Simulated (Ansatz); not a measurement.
**C4H8Ge: basis-set convergence**

The task here is to estimate one member of a computed series from the others.

Program: Ansatz 0.2.0, Gaussian basis. Level of theory: one geometry, several basis sets. These are calculated values, not measurements.

The runs, in order: PBE0-D4/def2-SVP; ωB97M-V/def2-SVP; PBE0-D4/def2-QZVPP; ωB97M-V/def2-QZVPP; the functionals' def2-TZVPP values are taken from earlier runs.

## The relaxed structure

The geometry comes from an earlier relaxation with PBE0-D4 in a triple-zeta def2 set; it is a stationary point, not always the lowest conformer.

SMILES `C=[CH][GeH2][CH]=C`, 13 atoms, charge 0, spin multiplicity 1.

Atoms are counted from 1 here; the program's logs count them from 0.

Bond lengths: C1–C2 1.328 Å, C1–H6 1.087 Å, C1–H7 1.086 Å, C2–Ge3 1.944 Å, C2–H8 1.088 Å, Ge3–C4 1.944 Å, Ge3–H9 1.542 Å, Ge3–H10 1.542 Å, C4–C5 1.328 Å, C4–H11 1.088 Å, C5–H12 1.087 Å, C5–H13 1.086 Å. Angles: C2–C1–H6 121.7°, C2–C1–H7 122.1°, H6–C1–H7 116.1°, C1–C2–Ge3 124.1°, C1–C2–H8 118.6°, Ge3–C2–H8 117.3°, C2–Ge3–C4 111.1°, C2–Ge3–H9 110.4°, C2–Ge3–H10 108.9°, C4–Ge3–H9 108.9°, C4–Ge3–H10 110.3°, H9–Ge3–H10 107.2°, Ge3–C4–C5 124.2°, Ge3–C4–H11 117.2°, C5–C4–H11 118.6°, C4–C5–H12 121.7°, C4–C5–H13 122.1°, H12–C5–H13 116.2°.

Set-up of the first run:

Contents of in.yaml:

```yaml
crystal:
  periodic: [false, false, false]
  atoms:
    - {symbol: C, position_ang: [-1.328524, -1.399377, 0.530457]}
    - {symbol: C, position_ang: [-0.031159, -1.589401, 0.322049]}
    - {symbol: Ge, position_ang: [1.300358, -0.174301, 0.373822]}
    - {symbol: C, position_ang: [0.542619, 1.519955, -0.203092]}
    - {symbol: C, position_ang: [-0.487752, 1.632250, -1.032644]}
    - {symbol: H, position_ang: [-2.037641, -2.222748, 0.509737]}
    - {symbol: H, position_ang: [-1.742766, -0.416154, 0.733981]}
    - {symbol: H, position_ang: [0.321155, -2.599461, 0.123623]}
    - {symbol: H, position_ang: [1.855597, -0.011800, 1.803666]}
    - {symbol: H, position_ang: [2.483441, -0.567387, -0.534296]}
    - {symbol: H, position_ang: [1.010215, 2.428036, 0.171952]}
    - {symbol: H, position_ang: [-0.868495, 2.601572, -1.343467]}
    - {symbol: H, position_ang: [-0.996650, 0.764017, -1.441086]}
basis:
  gaussian: {orbitals: def2-SVP}
hamiltonian: {xc: pbe0, dispersion: d4}
output: {orbitals: {seedname: orbitals}}
```

On the command line:

```bash
> ansatz run in.yaml --threads 4 --pin off --events-out ev --progress --plain --max-ram 11315MiB
```

Among the steps run: PBE0-D4 in def2-SVP; ωB97M-V in def2-SVP; PBE0-D4 in def2-QZVPP; ωB97M-V in def2-QZVPP.

One of the session's tables, all rows but one given; the rest of the session is left out.

It belongs to the step «Density functionals: the series». 

| functional | basis | HOMO (eV) | LUMO (eV) |
| --- | --- | --- | --- |
| PBE0-D4 | def2-SVP | -7.66 | -0.19 |
| PBE0-D4 | def2-TZVPP | -7.71 | -0.43 |
| PBE0-D4 | def2-QZVPP | -7.72 | -0.51 |
| ωB97M-V | def2-SVP | ? | ? |
| ωB97M-V | def2-TZVPP | -9.92 | 1.62 |
| ωB97M-V | def2-QZVPP | -9.92 | 1.41 |

Estimate the missing values for ωB97M-V, def2-SVP.

**Answer.** HOMO (eV): -9.85; LUMO (eV): 1.98. In the column «HOMO (eV)» it lies between ωB97M-V, def2-QZVPP (-9.92) and PBE0-D4, def2-QZVPP (-7.72).
